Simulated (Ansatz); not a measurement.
# LaAl2Si2 (P-3m1): the equilibrium volume

At what volume is LaAl2Si2 (P-3m1) free of pressure?

Method: DFT PBEsol, scalar-relativistic, plane waves, PAW, in Ansatz 0.2.0.

1 further run of the same task is left out (set aside as unsound or not needed).

### Step 1. The starting structure

It takes space group P-3m1 (No. 164, trigonal). The conventional cell has a = 4.216 Å, b = 4.216 Å, c = 6.726 Å, α = 90.00°, β = 90.00°, γ = 120.00°. Around Al (site symmetry 3m) lie 4 Si at 2.54 to 2.63 Å. Si (site symmetry 3m) is surrounded by 4 Al at 2.54 to 2.63 Å and 3 La at 2.96 Å. Around La (site symmetry -3m) lie 6 Si at 2.96 Å.

As a file:

```cif
data_structure
_symmetry_space_group_name_H-M 'P 1'
_symmetry_Int_Tables_number 1
_cell_length_a 4.2160
_cell_length_b 4.2160
_cell_length_c 6.7263
_cell_angle_alpha 90.000
_cell_angle_beta 90.000
_cell_angle_gamma 120.000
_cell_volume 103.54
loop_
_atom_site_label
_atom_site_type_symbol
_atom_site_fract_x
_atom_site_fract_y
_atom_site_fract_z
_atom_site_occupancy
Al1 Al 0.66667 0.33333 0.35903 1
Al2 Al 0.33333 0.66667 0.64097 1
Si1 Si 0.66667 0.33333 0.74979 1
Si2 Si 0.33333 0.66667 0.25021 1
La1 La 0.00000 0.00000 0.00000 1
```

### Step 2. At the starting volume (PBEsol, 6×6×4 mesh)

Contents of input.yaml:

```yaml
crystal:
  lattice:
    - [4.2160295345, 0.0, 0.0]
    - [-2.1080147672, 3.6511886799, 0.0]
    - [0.0, 0.0, 6.7263429151]
  atoms:
    - { symbol: Al, position: [0.6666666667, 0.3333333333, 0.359029168] }
    - { symbol: Al, position: [0.3333333333, 0.6666666667, 0.640970832] }
    - { symbol: Si, position: [0.6666666667, 0.3333333333, 0.7497911812] }
    - { symbol: Si, position: [0.3333333333, 0.6666666667, 0.2502088188] }
    - { symbol: La, position: [0.0, 0.0, 0.0] }
basis:
  ecutwfc: 420
kpoints:
  mp_grid: { grid: [6, 6, 4] }
hamiltonian:
  xc: pbesol
scf:
  occupations: { method: gaussian, width: 0.1 }
output:
  forces: true
  stress: true
  eigenvalues: true
```

Run with:

```bash
$ ansatz run input.yaml --threads 8 --pin off --max-ram 14336MiB --backend cpu --events-out ev --progress --plain --runs-dir out
```

The log of the run:

```text
Warning: RAYON_NUM_THREADS=8 ignored (pool sized by the plan → 8); use --threads N
Engine: ansatz 0.2.0, aarch64-unknown-linux-gnu
Pseudopotentials: kind: paw
Pseudopotential: Al, paw, valence charge 3, recommended cutoff 420 eV (normal), Al.paw.azcp
Pseudopotential: Si, paw, valence charge 4, recommended cutoff 420 eV (normal), Si.paw.azcp
Pseudopotential: La, paw, valence charge 11, recommended cutoff 420 eV (normal), La.paw.azcp
Functional definition: PBEsol
  exchange = pbesol_x
  correlation = pbesol_c
Crystal: 5 atoms, lattice volume = 103.542 Å³
Basis set: ecut = 420 eV, 2009 PW (Γ), exchange–correlation on 60×60×90 points (8 copies of the dense FFT grid, shifted against one another)
Bands: 18, of which v1, the nominal top of the filled ones, is band 13 counted from 1 (12 counted from 0)
Symmetry: 12 space group operations
Space group: P-3m1 (ITA 164), of the structure as read, at distance tolerance 4.7e-5 Å
k-points: 24 of 144
Non-local potential: Al, projectors of the file, l = 0: 2, l = 1: 2, l = 2: 1
Non-local potential: Si, projectors of the file, l = 0: 2, l = 1: 2, l = 2: 2
Non-local potential: La, projectors of the file, l = 0: 3, l = 1: 2, l = 2: 2, l = 3: 3
PAW form: soft (Blöchl's): semilocal exchange-correlation on the pseudo side does not see the compensation charge
PAW frozen core: Al, regenerated for the run's functional, and the local potential with it (the file was generated under x = pbe(κ = 0.804, μ = 0.2195149727645171), c = pbe(β = 0.06672455060314922))
PAW frozen core: Si, regenerated for the run's functional, and the local potential with it (the file was generated under x = pbe(κ = 0.804, μ = 0.2195149727645171), c = pbe(β = 0.06672455060314922))
PAW frozen core: La, regenerated for the run's functional, and the local potential with it (the file was generated under x = pbe(κ = 0.804, μ = 0.2195149727645171), c = pbe(β = 0.06672455060314922))
PAW one-centre angular grid: Al, 110 points (default); XC on 64 Gauss nodes
PAW one-centre angular grid: Si, 110 points (default); XC on 64 Gauss nodes
PAW one-centre angular grid: La, 590 points (default); XC on 64 Gauss nodes
Initial density: superposition of atomic densities (neutral atoms: chi_scale 0, normalization atom), corrected by the library's trained network
Initial wavefunctions: pseudopotential atomic-orbital guess
Functional: x = pbesol(κ = 0.804, μ = 0.12345679012345678), c = pbesol(β = 0.046)
SCF iter   1: F=—  HF=-8455.321059 eV  |F-HF|=—  |Δ(HF+E_count)|=         —  Δρ=3.01e-3  dr2=2.97e-2  ethr=1.77e-3  ⟨swp⟩=5.8  Hψ=2391  notcnv=0
preconditioner: auto → Kerker (q_TF=auto, 2.153 Å⁻¹)  [metal: Δε(μ)=0.019 eV  Ē_g=8.955 eV  σ=0.100 eV  W_gap=0.11  n_scr=22 (ndim 8)  ℏωp=17.5 eV  f_vac=0.000  D(μ)=2.54/eV (n_scr^D=22)]
SCF iter   2: F=—  HF=-8455.316003 eV  |F-HF|=—  |Δ(HF+E_count)|=   5.06e-3  Δρ=1.65e-3  dr2=7.61e-3  ethr=1.19e-4  ⟨swp⟩=2.3  Hψ=736  notcnv=0  defer=16
SCF iter   3: F=—  HF=-8455.314585 eV  |F-HF|=—  |Δ(HF+E_count)|=   1.42e-3  Δρ=3.47e-4  dr2=2.58e-4  ethr=3.04e-5  ⟨swp⟩=2.4  Hψ=601  notcnv=0  defer=16
SCF iter   4: F=—  HF=-8455.314548 eV  |F-HF|=—  |Δ(HF+E_count)|=   3.78e-5  Δρ=1.00e-4  dr2=1.44e-5  ethr=1.03e-6  ⟨swp⟩=2.3  Hψ=692  notcnv=0  defer=16
SCF iter   5: F=—  HF=-8455.314500 eV  |F-HF|=—  |Δ(HF+E_count)|=   4.77e-5  Δρ=1.71e-5  dr2=3.25e-7  ethr=5.77e-8  ⟨swp⟩=2.4  Hψ=588  notcnv=0  defer=15
SCF iter   6: F=-8455.314500 eV  HF=-8455.314500 eV  |F-HF|=2.30e-9  |Δ(HF+E_count)|=   4.03e-8  Δρ=3.08e-6  dr2=1.11e-8  ethr=4.00e-10  ⟨swp⟩=9.5  Hψ=2256  notcnv=0
SCF 1 converged in 6 iterations: F = -8455.314500 eV  dr2 = 1.11e-8
SCF converged after 6 iterations
Free energy (F): -8455.314500 eV
Harris-Foulkes:  -8455.314500 eV  (|F-HF|=2.30e-9)
Internal energy: -8455.302765 eV  (E = F + TS)
E sigma→0 (E₀):  -8455.308632 eV
Entropy (-TS):   -0.011735 eV (-2.347 meV/atom)
Fermi energy:    9.097796 eV
--- Per-component energies (eV) ---
  E_band       = -9.767301
  E_kinetic    = 321.101644
  E_local      = -490.237400  (includes V_loc(G=0)·N_el)
  E_nonlocal   = 170.831238
  E_hartree    = 183.536417
  E_xc         = -328.107638
  E_vxc        = -301.319105  (∫ρ·V_xc dr)
  E_paw        = -7236.214860  (= ΣΔE_a)
  E_vpaw       = -77.217941  (= ΣTr[D̂ρ^β])
  E_aug_tail   = 0.000008  (compensation charges beyond the density's cutoff)
  E_ewald      = -1076.483082
  E_core_change = 0.270909  (= ΣΔE_core)
  E_smearing   = -0.011735  (= −TS)
  E_closure    = -0.000000  (closes the sum)
  Σ components = -8455.314500   (vs F -8455.314500, Δ=0.00e0)
--- Forces (eV/Å), atoms counted from 1 ---
  atom   1  Al     0.00000000     0.00000000     0.27004782
  atom   2  Al    -0.00000000    -0.00000000    -0.27004782
  atom   3  Si    -0.00000000     0.00000000    -1.10262205
  atom   4  Si     0.00000000    -0.00000000     1.10262205
  atom   5  La     0.00000000     0.00000000     0.00000000
  max |Σ_I F_I| component: 2.22e-16 eV/Å
--- Stress (GPa, compression-positive) ---
        1.950293      -0.000000      -0.000000
        0.000000       1.950293      -0.000000
       -0.000000      -0.000000       1.350380
  P = ⅓ Tr σ = 1.7503 GPa (17.503 kbar)
--- Band table (eV; the first three rows and the last of 24) ---
  k-point 0: bands = ["-23.3093", "-7.4235", "-6.9611", "-6.9611", "-1.5493", "1.2070", "3.7747", "6.6341", "6.6341", "8.4883", "8.4883", "8.5347", "9.0511", "9.5186", "9.6595", "9.6595", "10.6933", "10.6933"]
  k-point 1: bands = ["-23.3092", "-7.4324", "-6.9610", "-6.9610", "-1.3125", "0.6031", "4.5688", "6.7845", "6.7845", "7.7268", "7.9960", "7.9960", "8.7557", "9.5539", "9.5539", "9.7513", "10.8258", "10.8258"]
  k-point 2: bands = ["-23.3092", "-7.4413", "-6.9609", "-6.9609", "-0.9036", "-0.0645", "5.9156", "6.2552", "7.0946", "7.0946", "7.4579", "7.4579", "8.9615", "9.4006", "9.4006", "9.4988", "11.0622", "11.0622"]
  k-point 23: bands = ["-23.2630", "-7.3791", "-7.3791", "-7.2199", "0.8272", "0.8272", "3.6950", "3.6950", "5.1481", "5.8207", "6.7645", "6.7645", "9.5385", "9.5385", "10.6405", "11.1186", "11.1374", "11.1374"]
```

Wall time 0.73 s (8 threads of Arm Neoverse V1, shared host); peak memory 0.5 GiB.

Read off: volume 20.708 Å³/atom, pressure 1.75 GPa, metallic.

### Step 3. Full relaxation (PBEsol, 6×6×4 mesh)

input.yaml, as its differences from that of step 2:

```diff
@@ -23 +23,6 @@
   eigenvalues: true
+relax:
+  adjacent_minimum: "off"
+  f_tol: 0.05
+  max_steps: 50
+  cell: { stress_tol: 0.5 }
```

Run with:

```bash
$ ansatz run input.yaml --threads 8 --pin off --max-ram 14336MiB --backend cpu --events-out ev --progress --plain --runs-dir out
```

The log of the run:

```text
Warning: RAYON_NUM_THREADS=8 ignored (pool sized by the plan → 8); use --threads N
Engine: ansatz 0.2.0, aarch64-unknown-linux-gnu
Pseudopotentials: kind: paw
Pseudopotential: Al, paw, valence charge 3, recommended cutoff 420 eV (normal), Al.paw.azcp
Pseudopotential: Si, paw, valence charge 4, recommended cutoff 420 eV (normal), Si.paw.azcp
Pseudopotential: La, paw, valence charge 11, recommended cutoff 420 eV (normal), La.paw.azcp
Functional definition: PBEsol
  exchange = pbesol_x
  correlation = pbesol_c
Crystal: 5 atoms, lattice volume = 103.542 Å³
Basis set: ecut = 420 eV, 2009 PW (Γ), exchange–correlation on 60×60×90 points (8 copies of the dense FFT grid, shifted against one another)
Bands: 18, of which v1, the nominal top of the filled ones, is band 13 counted from 1 (12 counted from 0)
Symmetry: 12 space group operations
Space group: P-3m1 (ITA 164), of the structure as read, at distance tolerance 4.7e-5 Å
k-points: 24 of 144
Non-local potential: Al, projectors of the file, l = 0: 2, l = 1: 2, l = 2: 1
Non-local potential: Si, projectors of the file, l = 0: 2, l = 1: 2, l = 2: 2
Non-local potential: La, projectors of the file, l = 0: 3, l = 1: 2, l = 2: 2, l = 3: 3
PAW form: soft (Blöchl's): semilocal exchange-correlation on the pseudo side does not see the compensation charge
PAW frozen core: Al, regenerated for the run's functional, and the local potential with it (the file was generated under x = pbe(κ = 0.804, μ = 0.2195149727645171), c = pbe(β = 0.06672455060314922))
PAW frozen core: Si, regenerated for the run's functional, and the local potential with it (the file was generated under x = pbe(κ = 0.804, μ = 0.2195149727645171), c = pbe(β = 0.06672455060314922))
PAW frozen core: La, regenerated for the run's functional, and the local potential with it (the file was generated under x = pbe(κ = 0.804, μ = 0.2195149727645171), c = pbe(β = 0.06672455060314922))
PAW one-centre angular grid: Al, 110 points (default); XC on 64 Gauss nodes
PAW one-centre angular grid: Si, 110 points (default); XC on 64 Gauss nodes
PAW one-centre angular grid: La, 590 points (default); XC on 64 Gauss nodes
Initial density: superposition of atomic densities (neutral atoms: chi_scale 0, normalization atom), corrected by the library's trained network
Initial wavefunctions: pseudopotential atomic-orbital guess
Functional: x = pbesol(κ = 0.804, μ = 0.12345679012345678), c = pbesol(β = 0.046)
SCF iter   1: F=—  HF=-8455.321059 eV  |F-HF|=—  |Δ(HF+E_count)|=         —  Δρ=3.01e-3  dr2=2.97e-2  ethr=1.77e-3  ⟨swp⟩=5.8  Hψ=2391  notcnv=0
preconditioner: auto → Kerker (q_TF=auto, 2.153 Å⁻¹)  [metal: Δε(μ)=0.019 eV  Ē_g=8.955 eV  σ=0.100 eV  W_gap=0.11  n_scr=22 (ndim 8)  ℏωp=17.5 eV  f_vac=0.000  D(μ)=2.54/eV (n_scr^D=22)]
SCF iter   2: F=—  HF=-8455.316003 eV  |F-HF|=—  |Δ(HF+E_count)|=   5.06e-3  Δρ=1.65e-3  dr2=7.61e-3  ethr=1.19e-4  ⟨swp⟩=2.3  Hψ=736  notcnv=0  defer=16
SCF iter   3: F=—  HF=-8455.314585 eV  |F-HF|=—  |Δ(HF+E_count)|=   1.42e-3  Δρ=3.47e-4  dr2=2.58e-4  ethr=3.04e-5  ⟨swp⟩=2.4  Hψ=601  notcnv=0  defer=16
SCF iter   4: F=—  HF=-8455.314548 eV  |F-HF|=—  |Δ(HF+E_count)|=   3.69e-5  Δρ=1.00e-4  dr2=1.44e-5  ethr=1.03e-6  ⟨swp⟩=2.4  Hψ=692  notcnv=0  defer=16
SCF iter   5: F=—  HF=-8455.314500 eV  |F-HF|=—  |Δ(HF+E_count)|=   4.83e-5  Δρ=1.71e-5  dr2=3.25e-7  ethr=5.77e-8  ⟨swp⟩=2.4  Hψ=587  notcnv=0  defer=15
SCF iter   6: F=-8455.314500 eV  HF=-8455.314500 eV  |F-HF|=2.29e-9  |Δ(HF+E_count)|=   4.04e-8  Δρ=3.08e-6  dr2=1.11e-8  ethr=4.00e-10  ⟨swp⟩=9.5  Hψ=2256  notcnv=0
SCF 1 converged in 6 iterations: F = -8455.314500 eV  dr2 = 1.11e-8
relax step   1: F+E_penalty+E_count = -8455.31449994 eV  Δ(F+E_penalty+E_count) = +0.000e0 eV  max|allowed force component| = 1.103e0 eV/Å  Δτ_max = 0.0000 Å  P = +1.750 GPa  Ω = 103.542 Å³  (6 SCF iters, dr2 threshold 1.00e-7 eV, accepted)
[... 13 lines left out ...]
relax step   2: F+E_penalty+E_count = -8455.41882776 eV  Δ(F+E_penalty+E_count) = -1.043e-1 eV  max|allowed force component| = 5.249e-1 eV/Å  Δτ_max = 0.1944 Å  P = -2.144 GPa  Ω = 110.330 Å³  energy of the carried Pulay correction = -1.019e-3 eV  (7 SCF iters, dr2 threshold 5.00e-7 eV, accepted)
[... 11 lines left out ...]
relax step   3: F+E_penalty+E_count = -8455.48358878 eV  Δ(F+E_penalty+E_count) = -6.476e-2 eV  max|allowed force component| = 3.799e-2 eV/Å  Δτ_max = 0.0642 Å  P = -0.252 GPa  Ω = 106.788 Å³  energy of the carried Pulay correction = -4.953e-4 eV  (6 SCF iters, dr2 threshold 5.00e-7 eV, accepted)
[... 9 lines left out ...]
relax step   4: F+E_penalty+E_count = -8455.48426139 eV  Δ(F+E_penalty+E_count) = -6.726e-4 eV  max|allowed force component| = 3.827e-2 eV/Å  Δτ_max = 0.0000 Å  P = -0.240 GPa  Ω = 106.788 Å³  stress off target by 2.66e-1 GPa  SCF on the basis re-selected at this cell (its energy is not comparable with the rows above)  (4 SCF iters)
basis re-selected at this cell: Δ(F+E_penalty+E_count) = -6.726e-4 eV, ΔP = +0.012 GPa vs the last step (what re-selecting the basis moved, of the pressure what is left beyond the Pulay correction that the steps carried, after the strain that the cell walked since its last selection, with what the two solves' SCF thresholds leave and, on support functions, any second-order correction that the steps lacked; it is no measure of the basis error at this ecutwfc). The dense FFT grid was sized anew with the basis: this SCF ran on 30×30×48 points, the steps before it on 30×30×45, so part of this shift can come from that change (see relax.cell in the input reference). This SCF's stress stands 2.66e-1 GPa from its target on what of the cell is left free (relax.cell.stress_tol is 5.00e-1 GPa) and its largest allowed force component is 3.83e-2 eV/Å (relax.f_tol is 5.00e-2 eV/Å): within both
SCF converged after 4 iterations
Free energy (F): -8455.484261 eV
Harris-Foulkes:  -8455.484261 eV  (|F-HF|=7.46e-11)
Internal energy: -8455.475718 eV  (E = F + TS)
E sigma→0 (E₀):  -8455.479990 eV
Entropy (-TS):   -0.008544 eV (-1.709 meV/atom)
Fermi energy:    8.733353 eV
--- Per-component energies (eV) ---
  E_band       = -19.426256
  E_kinetic    = 318.662833
  E_local      = -477.674252  (includes V_loc(G=0)·N_el)
  E_nonlocal   = 170.582878
  E_hartree    = 173.089397
  E_xc         = -326.984076
  E_vxc        = -299.842008  (∫ρ·V_xc dr)
  E_paw        = -7236.242372  (= ΣΔE_a)
  E_vpaw       = -77.334076  (= ΣTr[D̂ρ^β])
  E_aug_tail   = 0.000009  (compensation charges beyond the density's cutoff)
  E_ewald      = -1077.181043
  E_core_change = 0.270909  (= ΣΔE_core)
  E_smearing   = -0.008544  (= −TS)
  E_closure    = 0.000000  (closes the sum)
  Σ components = -8455.484261   (vs F -8455.484261, Δ=0.00e0)
--- Forces (eV/Å), atoms counted from 1 ---
  atom   1  Al    -0.00000000    -0.00000000     0.02817872
  atom   2  Al     0.00000000    -0.00000000    -0.02817872
  atom   3  Si    -0.00000000     0.00000000    -0.03827103
  atom   4  Si     0.00000000     0.00000000     0.03827103
  atom   5  La    -0.00000000     0.00000000     0.00000000
  max |Σ_I F_I| component: 4.63e-18 eV/Å
--- Stress (GPa, compression-positive) ---
       -0.266092      -0.000000       0.000000
       -0.000000      -0.266092      -0.000000
        0.000000       0.000000      -0.187982
  P = ⅓ Tr σ = -0.2401 GPa (-2.401 kbar)
--- Band table (eV; the first three rows and the last of 24) ---
  k-point 0: bands = ["-23.8970", "-7.8868", "-7.4736", "-7.4736", "-1.9497", "0.7438", "3.6551", "6.4810", "6.4810", "8.1444", "8.1908", "8.1908", "8.6966", "9.0238", "9.4900", "9.4900", "10.2078", "10.2078"]
  k-point 1: bands = ["-23.8970", "-7.8935", "-7.4736", "-7.4736", "-1.7573", "0.2512", "4.3629", "6.6309", "6.6309", "7.4308", "7.7253", "7.7253", "8.2707", "9.3603", "9.3603", "9.4005", "10.3362", "10.3362"]
  k-point 2: bands = ["-23.8970", "-7.9002", "-7.4735", "-7.4735", "-1.4750", "-0.2572", "5.5184", "6.1344", "7.0203", "7.0203", "7.1217", "7.1217", "8.3770", "9.2005", "9.2005", "9.2971", "10.5112", "10.5112"]
  k-point 23: bands = ["-23.8567", "-7.8283", "-7.8283", "-7.7179", "0.4178", "0.4178", "3.3915", "3.3915", "4.6084", "5.5112", "6.3920", "6.3920", "9.2896", "9.2896", "10.3009", "10.6367", "10.6367", "10.6525"]
--- Relaxed structure (3 steps of the walk, 3 accepted, 1 SCFs on fresh bases) ---
  F+E_penalty+E_count = -8455.48426139 eV   max|allowed force component| = 3.827e-2 eV/Å   (the final SCF, on the basis selected at the relaxed cell)
  cell:  # Å, volume = 106.7877 Å³
    - [4.228090713641007, -2.8949931385688056e-11, 7.656117570949566e-18]
    - [-2.1140453567954314, 3.661633967532663, 3.026637426203429e-29]
    - [1.2214732311504504e-17, 7.0521789880706e-18, 6.897661398056615]
  atoms:
    - { symbol: Al, position: [0.6666666666666665, 0.3333333333333333, 0.3615557028467634] }
    - { symbol: Al, position: [0.3333333333333333, 0.6666666666666666, 0.6384442971532365] }
    - { symbol: Si, position: [0.6666666666666665, 0.3333333333333333, 0.7304340914065853] }
    - { symbol: Si, position: [0.3333333333333333, 0.6666666666666666, 0.26956590859341467] }
    - { symbol: La, position: [-1.1778442168640728e-34, 2.029700073428146e-34, -4.1263991393183784e-19] }
```

It took 2.7 s on 8 threads of Arm Neoverse V1, shared host; peak memory 0.54 GiB.

How the relaxation went:

```tsv
step	energy from step 1 (meV/atom)	largest force component (eV/Å)	pressure (GPa)	volume (Å³/atom)
1	0.0	1.103	1.75	20.708
2	-20.9	0.525	-2.14	22.066
3	-33.8	0.038	-0.25	21.358
4	-34.0	0.038	-0.24	21.358
```

Step 1 is the start. Step 4 repeats the geometry before it on a plane-wave basis chosen anew for the final cell, which shifts the energy by -0.1 meV/atom.

Result: volume 21.358 Å³/atom, pressure -0.24 GPa, a metal on this mesh.

(Part 1 of 2 ends here.)
